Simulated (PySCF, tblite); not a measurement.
# C7H8F3P: geometry, infrared bands and NMR shifts

Wanted: the infrared bands and NMR shifts of C7H8F3P (`C=CC1=CCP(C(F)(F)F)C1`), by calculation.

Computed with tblite 0.8.0 and PySCF 2.14.0, with density-fitted response routines of our own, on a single molecule in the gas phase. Atoms are numbered from 0 throughout.

## 1. Starting geometry

19 atoms, charge 0, multiplicity 1; geometry from: force field or distance geometry start.

Bonds of the start (Å): C0–C1 1.33, C1–C2 1.47, C2–C3 1.33, C3–C4 1.49, C4–P5 1.80, P5–C6 1.76, C6–F7 1.34, C6–F8 1.32, C6–F9 1.33, P5–C10 1.82, C10–C2 1.49, C0–H11 1.08, C0–H12 1.10, C1–H13 1.09, C3–H14 1.08, C4–H15 1.09, C4–H16 1.09, C10–H17 1.09, C10–H18 1.10.

## 2. Optimising the geometry with GFN2-xTB

The job: settings as JSON, then the geometry in Å.

```
{"job": {"kind": "relax", "xc": "GFN2-xTB", "basis": "xTB"}, "charge": 0, "multiplicity": 1}
C     -2.949100     1.086000     0.456800
C     -2.339700    -0.022300     0.048300
C     -0.896500    -0.272000     0.108500
C     -0.374500    -1.395000    -0.384600
C      1.098600    -1.599300    -0.332200
P      1.494000    -0.317800     0.871700
C      2.697700     0.612500    -0.009000
F      3.777100    -0.171300    -0.076200
F      2.195800     0.890800    -1.202500
F      2.910600     1.699500     0.732200
C      0.035000     0.745200     0.670200
H     -2.438300     1.942500     0.869000
H     -4.043100     1.169700     0.387700
H     -2.945700    -0.831900    -0.347700
H     -0.986300    -2.176200    -0.816300
H      1.524200    -1.466300    -1.325100
H      1.354400    -2.591100     0.033900
H      0.163600     1.582600    -0.015800
H     -0.287800     1.123600     1.653200
```

Started as:

```bash
$ OMP_NUM_THREADS=1 python probes_run.py task.json out
```

One launch serves the whole session: the jobs run in the order shown.

**Question.** This job is followed by: GFN2-xTB harmonic vibrations, gas phase; GIAO PBE0/pcSseg-1 NMR shielding, non-relativistic, gas phase. Predict these results of the whole session: strongest single infrared mode (GFN2-xTB); zero-point energy (GFN2-xTB); 13C shifts against TMS (PBE0/pcSseg-1); 1H shifts against TMS (PBE0/pcSseg-1, means over atoms taken as alike); 31P shifts against H3PO4 (PBE0/pcSseg-1); 19F shifts against CFCl3 (PBE0/pcSseg-1, means over atoms taken as alike); surface potential, 1st and 99th percentile.

As calculated:

```
                                                                 quantity                                              value
                                strongest single infrared mode (GFN2-xTB)                              1039 cm⁻¹, 221 km/mol
                                             zero-point energy (GFN2-xTB)                                      83.0 kcal/mol
                                   13C shifts against TMS (PBE0/pcSseg-1)  150.1, 143.5, 141.4, 139.2, 122.1, 35.9, 32.4 ppm
   1H shifts against TMS (PBE0/pcSseg-1, means over atoms taken as alike)             7.02, 6.09, 5.51, 5.47, 3.05, 2.86 ppm
                                 31P shifts against H3PO4 (PBE0/pcSseg-1)                                          -16.2 ppm
19F shifts against CFCl3 (PBE0/pcSseg-1, means over atoms taken as alike)                                          -80.5 ppm
                                    surface potential, 1st and 99th percentile                                 -0.72 V and 1.02 V
```

**Reading.** Relaxing lowered the energy by 0.939 eV in 106 steps; the close pair that moved most is P5–C6, from 1.758 to 1.897 Å. No mode is imaginary among the 51: a minimum at this level. The strongest single mode, at 1039 cm⁻¹, moves mainly C6. GFN2-xTB is a fitted tight-binding method: band positions and strengths are rough. Its intensities can rank the bands wrongly. At PBE0/pcSseg-1: The largest span, 224 ppm, is at C1, where the paramagnetic term is -204 ppm. By nearest atom (PBE0/pcSseg-1), the HOMO sits on C0, C3 about 25 % each; C2 17 % and the LUMO on C0, C3 about 22 % each; C1, C2 about 14 % each.
